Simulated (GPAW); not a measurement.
SnTe3:

```
Te Sn
1.0
     0.00000    3.86122    3.86122
     3.86122    0.00000    3.86122
     3.86122    3.86122    0.00000
Te Sn
3 1
Cartesian
  3.8612 3.8612 3.8612
  5.7918 5.7918 5.7918
  1.9306 1.9306 1.9306
  0.0000 0.0000 0.0000
```

The cell comes from a database or a generator and needn't be the stable form of this composition.

| Quantity | Value |
| --- | --- |
| Program | GPAW 26.7.0 |
| Task | relaxation of cell and atoms |
| Functional | PBEsol |
| Dispersion | D4 |
| Potentials or basis | PAW data sets generated in the run's folder for this functional |
| Cutoff | 600 eV |
| Basis | pw |
| k mesh | 6 × 6 × 6 |
| Occupations | fermi-dirac, width 0.05 eV |
| Spin | no spin polarisation |

At the start: pressure -4.8 GPa; volume 28.78 Å³/atom.

Problem. Where does the relaxation end?

Solution. Over 4 steps the energy falls by 42.7 meV/atom and the volume is 26.14 Å³/atom (-9.2 %); space group Fm-3m (No. 225, to 0.05 Å).

Step by step:
| step | energy change (eV) | largest force (eV/Å) | pressure (GPa) | volume (Å³) |
| --- | --- | --- | --- | --- |
| 1 | 0.0000 | 0.0000 | -4.80 | 115.13 |
| 2 | -0.0299 | 0.0000 | -4.43 | 114.08 |
| 3 | -0.1687 | 0.0000 | 0.72 | 103.24 |
| 4 | -0.1710 | 0.0000 | -0.09 | 104.57 |

Final structure:
```yaml
crystal:
  lattice:
    - [0.00000, 3.73933, 3.73933]
    - [3.73933, 0.00000, 3.73933]
    - [3.73933, 3.73933, 0.00000]
  atoms:
    - { symbol: Te, position: [0.50000, 0.50000, 0.50000] }
    - { symbol: Te, position: [0.75000, 0.75000, 0.75000] }
    - { symbol: Te, position: [0.25000, 0.25000, 0.25000] }
    - { symbol: Sn, position: [0.00000, 0.00000, 0.00000] }
```

Caveat: later steps reuse the first step's grids; pairwise dispersion overbinds metals, which lowers pressure and volume.
